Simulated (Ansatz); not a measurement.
# GaH3 (quintet): the correlation ladder, cc-pVTZ

The task here is to estimate one member of a computed series from the others.

Method: cc-pVTZ, core rule «outside noble gas», up to 14 orbitals frozen; program: Ansatz 0.2.0, Gaussian basis.

To be run: UHF; CCSD(T) on ROHF; CCSD(T) on UHF; BCCD(T) on ROHF; CCSDT(Q) on ROHF; CCSDT(Q) on UHF.

23 further runs of the same task are left out: 8 for a known fault of the program, 6 that didn't finish, 9 set aside as unsound or not needed. Runs told in other sessions of the task aren't counted.

## What is computed

The geometry is a PBE0/def2-TZVP stationary point (not a proven minimum) of the parent state, kept for this charge and spin. No spin-orbit coupling is included. The filled d shell of Ga may be among the frozen orbitals whatever the setting's name suggests.

4 atoms, charge 0, spin multiplicity 5.

Atoms are counted from 1 here; the program's logs count them from 0.

Bond lengths: Ga1–H2 1.585 Å, Ga1–H3 1.955 Å, Ga1–H4 1.955 Å, H3–H4 0.811 Å. Angles: H2–Ga1–H3 100.5°, H2–Ga1–H4 100.5°, H3–Ga1–H4 23.9°, Ga1–H3–H4 78.0°, Ga1–H4–H3 78.0°.

The first run:

The input, in.yaml:

```yaml
crystal:
  periodic: [false, false, false]
  atoms:
    - {symbol: Ga, position_ang: [0.000000, 0.027726, -0.045695]}
    - {symbol: H, position_ang: [0.000000, -1.477599, -0.541473]}
    - {symbol: H, position_ang: [0.405418, -0.220158, 1.851181]}
    - {symbol: H, position_ang: [-0.405418, -0.220158, 1.851181]}
basis:
  gaussian: {orbitals: cc-pVTZ}
magnetization: {spin_polarized: true, initial_magnetization: 4}
hamiltonian: {xc: hf}
output: {orbitals: {seedname: orbitals}}
```

Launch:

```
$ ansatz run in.yaml --threads 1 --pin off --events-out ev --progress --plain --max-ram 2393MiB
```

Among the steps run: UHF; CCSD(T) on ROHF; CCSD(T) on UHF; BCCD(T) on ROHF; CCSDT(Q) on ROHF; CCSDT(Q) on UHF.

One table of the session follows, with a row left open; its other results are not shown here.

It belongs to the step «Misses and costs». 

```
   method  from RCCSDT(Q) (meV)
     ROHF               +2054.8
      UHF               +1980.3
     RMP2                +490.4
     UMP2                +443.7
    RCCSD                 +56.7
    UCCSD                 +12.2
 RCCSD(T)                 +15.3
 UCCSD(T)                 -28.3
  BCCD(T)                 +14.7
   RCCSDT                     ?
   UCCSDT                 -42.3
RCCSDT(Q)                     0
UCCSDT(Q)                 -43.4
```

Q: Estimate the row for RCCSDT from the others.

**Answer.** from RCCSDT(Q) (meV): +1.1. In the column «from RCCSDT(Q) (meV)» it lies between RCCSDT(Q) (0) and UCCSD (+12.2).

Caveats from the session: Restricted and unrestricted rows rest on different reference determinants; a gap between their highest levels can come from leftover correlation error, from unlike frozen cores or from another state.
